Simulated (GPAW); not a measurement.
Set up this calculation in GPAW 26.7.0, as an ASE script.

- Task: single point
- Functional: PBE
- Potentials or basis: GPAW PAW data sets (gpaw-data 1.2.1)
- Cutoff: 450 eV
- Basis: pw
- k mesh: 6 × 6 × 1
- Occupations: fermi-dirac, width 0.05 eV
- Spin: no spin polarisation
- Maxiter: 150
- Dipole layer: yes

The structure of TePb lies in TePb.xyz:

```xyz
4
Lattice="4.5636671658 0.0000000000 0.0000000000 0.0000000000 4.5636671658 0.0000000000 0.0000000000 0.0000000000 18.2270000000" Properties=species:S:1:pos:R:3 pbc="T T T"
Te     0.0000000000      0.0000000000      7.5000000006
Pb     2.2818335829      2.2818335829      7.5000000006
Te     2.2818335829      2.2818335829     10.7269999994
Pb     0.0000000000      0.0000000000     10.7269999994
```

The cell isn't the ideal one: the (1 0 0) slab of TePb, cut from the database cell, not relaxed.

These files were run (other wordings do the same):

run.py

```python
import numpy as np
from ase.dft.bandgap import bandgap
from ase.io import read, write
from gpaw import GPAW, PW

atoms = read('TePb.xyz')
atoms.pbc = (True, True, False)

calc = GPAW(mode=PW(450),
            xc='PBE',
            kpts={'size': (6, 6, 1), 'gamma': True},
            occupations={'name': 'fermi-dirac', 'width': 0.05},
            nbands=33,
            convergence={'density': 1e-05, 'energy': 1e-05},
            maxiter=150,
            poissonsolver={'dipolelayer': 'xy'},
            txt='gpaw.txt')
atoms.calc = calc
energy = atoms.get_potential_energy()
forces = atoms.get_forces()
calc.write('gs.gpw')
write('result.traj', atoms)
print(f'Energy: {energy:.6f} eV')
print('Forces (eV/A):')
print(forces.round(4))
print('Fermi level:', round(calc.get_fermi_level(), 4), 'eV')
print(f'Gap: {bandgap(calc)[0]:.4f} eV, direct: {bandgap(calc, direct=True)[0]:.4f} eV')

v = calc.get_electrostatic_potential().mean(axis=(0, 1))
z = np.arange(len(v)) * atoms.cell[2, 2] / len(v)
ef = calc.get_fermi_level()
np.savetxt('planar.dat', np.c_[z, v], fmt='%.4f')
below, above = np.interp([1.5, atoms.cell[2, 2] - 1.5], z, v) - ef
print(f'Work functions: bottom {below:.4f} eV, top {above:.4f} eV')
print('Dipole moment:', *calc.get_dipole_moment().round(5), 'e A')
```

Potentials or basis: GPAW PAW data sets (gpaw-data 1.2.1), pw.

The run is started by

```sh
$ OMP_NUM_THREADS=1 python run.py
```

Results of the run:

* Largest force: 0.609 eV/Å
* Band gap on the k mesh: 1.34 eV, indirect (least direct gap 1.43 eV)
* Dipole across the slab: 0.00 e·Å
* Ionisation potential of the upper face: 4.38 eV
* Electron affinity of the upper face: 3.04 eV
* Work function of the upper face: 3.72 eV
* Work function of the lower face: 3.72 eV

Caveat: the Fermi level lies in a gap; spin-orbit coupling is left out, which as a rule narrows the gap of such compounds by several tenths of an eV.

It took 58 s on 1 thread of Arm Neoverse V1 (shared host), peak memory 0.27 GiB.
